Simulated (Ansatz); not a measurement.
# 57-crown-19 (C38H76O19): structure and electronic state

What does 57-crown-19 (C38H76O19) look like as a singlet, and where do its frontier electrons sit?

Method: RKS PBE0-D4/def2-TZVP; program: Ansatz 0.2.0, Gaussian basis.

Plan: relaxation at r2SCAN-D4/def2-SVP; a single point at PBE0-D4/def2-TZVP.

1 further run of the same task is left out (set aside as unsound or not needed).

**1. The system as given**

SMILES `C1COCCOCCOCCOCCOCCOCCOCCOCCOCCOCCOCCOCCOCCOCCOCCOCCOCCOCCO1`, 133 atoms, charge 0, spin multiplicity 1.

Atoms are counted from 1 here; the program's logs count them from 0.

Bond lengths: C1–C2 1.540 Å, C1–O57 1.404 Å, C1–H58 1.102 Å, C1–H59 1.092 Å, C2–O3 1.405 Å, C2–H60 1.092 Å, C2–H61 1.102 Å, O3–C4 1.410 Å, C4–C5 1.527 Å, C4–H62 1.100 Å, C4–H63 1.097 Å, C5–O6 1.411 Å, C5–H64 1.097 Å, C5–H65 1.100 Å, O6–C7 1.406 Å, C7–C8 1.541 Å, C7–H66 1.093 Å, C7–H67 1.101 Å and more. Angles: C2–C1–O57 114.8°, C2–C1–H58 107.6°, C2–C1–H59 109.9°, O57–C1–H58 110.6°, O57–C1–H59 104.9°, H58–C1–H59 108.8°, C1–C2–O3 114.7°, C1–C2–H60 110.1°, C1–C2–H61 107.7°, O3–C2–H60 104.8°, O3–C2–H61 110.5°, H60–C2–H61 108.9°, C2–O3–C4 114.7°, O3–C4–C5 108.2°, O3–C4–H62 110.6°, O3–C4–H63 111.4°, C5–C4–H62 109.0°, C5–C4–H63 108.9° and more.

The start is a GFN2-xTB geometry.

**2. Relaxation at r2SCAN-D4/def2-SVP**

in.yaml

```yaml
crystal:
  periodic: [false, false, false]
  atoms:
    - {symbol: C, position_ang: [1.126830, 10.705780, 2.022250]}
    - {symbol: C, position_ang: [-0.144340, 10.190260, 2.722180]}
    - {symbol: O, position_ang: [-0.880270, 9.247950, 1.984600]}
    - {symbol: C, position_ang: [-1.432860, 9.740300, 0.784020]}
    - {symbol: C, position_ang: [-2.521100, 8.772160, 0.326840]}
    - {symbol: O, position_ang: [-3.088950, 9.295540, -0.854170]}
    - {symbol: C, position_ang: [-4.324500, 8.730530, -1.217490]}
    - {symbol: C, position_ang: [-4.206190, 7.280340, -1.726520]}
    - {symbol: O, position_ang: [-5.342570, 6.847700, -2.431690]}
    - {symbol: C, position_ang: [-6.487790, 6.620030, -1.639220]}
    - {symbol: C, position_ang: [-7.475940, 5.781620, -2.445000]}
    - {symbol: O, position_ang: [-7.205200, 4.416680, -2.236720]}
    - {symbol: C, position_ang: [-8.001960, 3.576340, -3.034970]}
    - {symbol: C, position_ang: [-7.801090, 2.128920, -2.598980]}
    - {symbol: O, position_ang: [-8.651070, 1.875510, -1.501820]}
    - {symbol: C, position_ang: [-8.398130, 0.675920, -0.814440]}
    - {symbol: C, position_ang: [-8.888060, -0.570840, -1.579470]}
    - {symbol: O, position_ang: [-9.027190, -1.706190, -0.758430]}
    - {symbol: C, position_ang: [-7.807280, -2.292930, -0.364750]}
    - {symbol: C, position_ang: [-8.111550, -3.625260, 0.312980]}
    - {symbol: O, position_ang: [-6.887810, -4.205380, 0.700350]}
    - {symbol: C, position_ang: [-7.048250, -5.428220, 1.381470]}
    - {symbol: C, position_ang: [-5.659150, -5.972840, 1.699940]}
    - {symbol: O, position_ang: [-5.802680, -7.173120, 2.425960]}
    - {symbol: C, position_ang: [-4.595260, -7.689370, 2.936470]}
    - {symbol: C, position_ang: [-3.721400, -8.355050, 1.857050]}
    - {symbol: O, position_ang: [-2.622600, -9.069110, 2.381980]}
    - {symbol: C, position_ang: [-1.627600, -8.321620, 3.043440]}
    - {symbol: C, position_ang: [-1.088900, -7.106830, 2.262490]}
    - {symbol: O, position_ang: [-0.834450, -7.344730, 0.897130]}
    - {symbol: C, position_ang: [0.186300, -8.269220, 0.587840]}
    - {symbol: C, position_ang: [1.591710, -7.759770, 0.964220]}
    - {symbol: O, position_ang: [2.635190, -8.478580, 0.351940]}
    - {symbol: C, position_ang: [2.834850, -8.194580, -1.016820]}
    - {symbol: C, position_ang: [4.226720, -8.680200, -1.415120]}
    - {symbol: O, position_ang: [4.405850, -8.363200, -2.777020]}
    - {symbol: C, position_ang: [5.586200, -8.848000, -3.358940]}
    - {symbol: C, position_ang: [6.881980, -8.290880, -2.751690]}
    - {symbol: O, position_ang: [6.773970, -6.891100, -2.679080]}
    - {symbol: C, position_ang: [7.944010, -6.250240, -2.233850]}
    - {symbol: C, position_ang: [7.587650, -4.791080, -1.953450]}
    - {symbol: O, position_ang: [8.777270, -4.056420, -1.754270]}
    - {symbol: C, position_ang: [8.641400, -2.913620, -0.949770]}
    - {symbol: C, position_ang: [7.774980, -1.805300, -1.563140]}
    - {symbol: O, position_ang: [7.910720, -0.666670, -0.743470]}
    - {symbol: C, position_ang: [7.056670, 0.396810, -1.101670]}
    - {symbol: C, position_ang: [7.382280, 1.568870, -0.181380]}
    - {symbol: O, position_ang: [6.403470, 2.571690, -0.326150]}
    - {symbol: C, position_ang: [6.658950, 3.686750, 0.496750]}
    - {symbol: C, position_ang: [5.476880, 4.658460, 0.388200]}
    - {symbol: O, position_ang: [5.731950, 5.915570, 0.962790]}
    - {symbol: C, position_ang: [5.811800, 5.922860, 2.374280]}
    - {symbol: C, position_ang: [5.919830, 7.374480, 2.861940]}
    - {symbol: O, position_ang: [4.684730, 7.957700, 3.187090]}
    - {symbol: C, position_ang: [3.892640, 8.316080, 2.072510]}
    - {symbol: C, position_ang: [2.622120, 8.966870, 2.615990]}
    - {symbol: O, position_ang: [2.005940, 9.703150, 1.582880]}
    - {symbol: H, position_ang: [1.636970, 11.390920, 2.718390]}
    - {symbol: H, position_ang: [0.856520, 11.258570, 1.119920]}
    - {symbol: H, position_ang: [0.119750, 9.674110, 3.647940]}
    - {symbol: H, position_ang: [-0.770400, 11.063980, 2.967010]}
    - {symbol: H, position_ang: [-1.879260, 10.733140, 0.941210]}
    - {symbol: H, position_ang: [-0.673430, 9.818290, -0.003640]}
    - {symbol: H, position_ang: [-2.075790, 7.783810, 0.156990]}
    - {symbol: H, position_ang: [-3.282750, 8.677630, 1.114420]}
    - {symbol: H, position_ang: [-4.700590, 9.358120, -2.029980]}
    - {symbol: H, position_ang: [-5.026110, 8.779900, -0.370470]}
    - {symbol: H, position_ang: [-3.381190, 7.231190, -2.441970]}
    - {symbol: H, position_ang: [-3.996500, 6.600210, -0.887530]}
    - {symbol: H, position_ang: [-6.221340, 6.070240, -0.726910]}
    - {symbol: H, position_ang: [-6.958830, 7.572750, -1.358570]}
    - {symbol: H, position_ang: [-7.363700, 6.039390, -3.507990]}
    - {symbol: H, position_ang: [-8.507370, 6.008870, -2.134110]}
    - {symbol: H, position_ang: [-7.729470, 3.693260, -4.095140]}
    - {symbol: H, position_ang: [-9.064960, 3.829700, -2.915690]}
    - {symbol: H, position_ang: [-6.751140, 1.986530, -2.311020]}
    - {symbol: H, position_ang: [-8.037350, 1.458100, -3.436820]}
    - {symbol: H, position_ang: [-8.961070, 0.748320, 0.120440]}
    - {symbol: H, position_ang: [-7.326390, 0.588570, -0.584070]}
    - {symbol: H, position_ang: [-8.215120, -0.793540, -2.421390]}
    - {symbol: H, position_ang: [-9.889750, -0.366120, -1.967080]}
    - {symbol: H, position_ang: [-7.163920, -2.469410, -1.238740]}
    - {symbol: H, position_ang: [-7.262790, -1.652540, 0.340920]}
    - {symbol: H, position_ang: [-8.755970, -3.453500, 1.186580]}
    - {symbol: H, position_ang: [-8.650770, -4.282330, -0.384180]}
    - {symbol: H, position_ang: [-7.594590, -6.152760, 0.761320]}
    - {symbol: H, position_ang: [-7.612350, -5.283370, 2.314180]}
    - {symbol: H, position_ang: [-5.115980, -6.132440, 0.760030]}
    - {symbol: H, position_ang: [-5.108990, -5.227870, 2.293620]}
    - {symbol: H, position_ang: [-4.886310, -8.442090, 3.674310]}
    - {symbol: H, position_ang: [-4.033590, -6.891100, 3.445020]}
    - {symbol: H, position_ang: [-3.382740, -7.614460, 1.123020]}
    - {symbol: H, position_ang: [-4.319080, -9.110450, 1.340870]}
    - {symbol: H, position_ang: [-1.980490, -7.961140, 4.021400]}
    - {symbol: H, position_ang: [-0.827090, -9.044740, 3.219900]}
    - {symbol: H, position_ang: [-1.831710, -6.304340, 2.258490]}
    - {symbol: H, position_ang: [-0.193040, -6.740200, 2.781490]}
    - {symbol: H, position_ang: [-0.002370, -9.244570, 1.050260]}
    - {symbol: H, position_ang: [0.122190, -8.380880, -0.496800]}
    - {symbol: H, position_ang: [1.767120, -7.875400, 2.037540]}
    - {symbol: H, position_ang: [1.653450, -6.691630, 0.704740]}
    - {symbol: H, position_ang: [2.088360, -8.693980, -1.648020]}
    - {symbol: H, position_ang: [2.775100, -7.113720, -1.201750]}
    - {symbol: H, position_ang: [4.303050, -9.765390, -1.251540]}
    - {symbol: H, position_ang: [4.971730, -8.178740, -0.784780]}
    - {symbol: H, position_ang: [5.519280, -8.536450, -4.403130]}
    - {symbol: H, position_ang: [5.624900, -9.947860, -3.304760]}
    - {symbol: H, position_ang: [7.726120, -8.587830, -3.393540]}
    - {symbol: H, position_ang: [7.056150, -8.713740, -1.748890]}
    - {symbol: H, position_ang: [8.731990, -6.294450, -2.999790]}
    - {symbol: H, position_ang: [8.329680, -6.727570, -1.320690]}
    - {symbol: H, position_ang: [6.946120, -4.740350, -1.064790]}
    - {symbol: H, position_ang: [7.022920, -4.404420, -2.811880]}
    - {symbol: H, position_ang: [9.653800, -2.527910, -0.813850]}
    - {symbol: H, position_ang: [8.229910, -3.176300, 0.035500]}
    - {symbol: H, position_ang: [8.114870, -1.590660, -2.587140]}
    - {symbol: H, position_ang: [6.721140, -2.118090, -1.607300]}
    - {symbol: H, position_ang: [7.206100, 0.685270, -2.151280]}
    - {symbol: H, position_ang: [6.001790, 0.113770, -0.970420]}
    - {symbol: H, position_ang: [8.380680, 1.961470, -0.422220]}
    - {symbol: H, position_ang: [7.406010, 1.198910, 0.854560]}
    - {symbol: H, position_ang: [6.792900, 3.354230, 1.537640]}
    - {symbol: H, position_ang: [7.579780, 4.199550, 0.178250]}
    - {symbol: H, position_ang: [4.585490, 4.196570, 0.835670]}
    - {symbol: H, position_ang: [5.281140, 4.851000, -0.668720]}
    - {symbol: H, position_ang: [4.915840, 5.459740, 2.811720]}
    - {symbol: H, position_ang: [6.694240, 5.363640, 2.712040]}
    - {symbol: H, position_ang: [6.435310, 7.957220, 2.086710]}
    - {symbol: H, position_ang: [6.497150, 7.406370, 3.788780]}
    - {symbol: H, position_ang: [3.652190, 7.443770, 1.454870]}
    - {symbol: H, position_ang: [4.429270, 9.040470, 1.443730]}
    - {symbol: H, position_ang: [1.946580, 8.196910, 3.009060]}
    - {symbol: H, position_ang: [2.909950, 9.633340, 3.442030]}
basis:
  gaussian: {orbitals: def2-SVP, fitting: {mean_field: def2-universal-jkfit}}
hamiltonian: {xc: r2scan, dispersion: d4}
scf: {lower_state_search: "off"}
output: {orbitals: {seedname: orbitals}}
relax: {f_tol: 0.03, max_steps: 70}
```

Started as:

```sh
> ansatz run in.yaml --threads 11 --pin off --events-out ev --progress --plain --max-ram 120832MiB --backend cuda --devices 0, --max-vram 75GiB
```

After this run come: Single point, PBE0-D4/def2-TZVP.

**Question.** What will the summary of the whole plan be? Wanted: commonest bond, hydrogen aside; HOMO, LUMO at PBE0-D4/def2-TZVP; dipole at r2SCAN-D4/def2-SVP.

The runs gave:

| quantity | value |
| --- | --- |
| commonest bond, hydrogen aside | C–O, 38 of mean length 1.407 Å |
| HOMO, LUMO at PBE0-D4/def2-TZVP | -6.93, 0.92 eV |
| dipole at r2SCAN-D4/def2-SVP | 1.99 D |

In words: The molecule keeps its bonding pattern by the stored test; the atoms moved 1.11 Å (rms). No usable vibrations, so a minimum isn't proven.
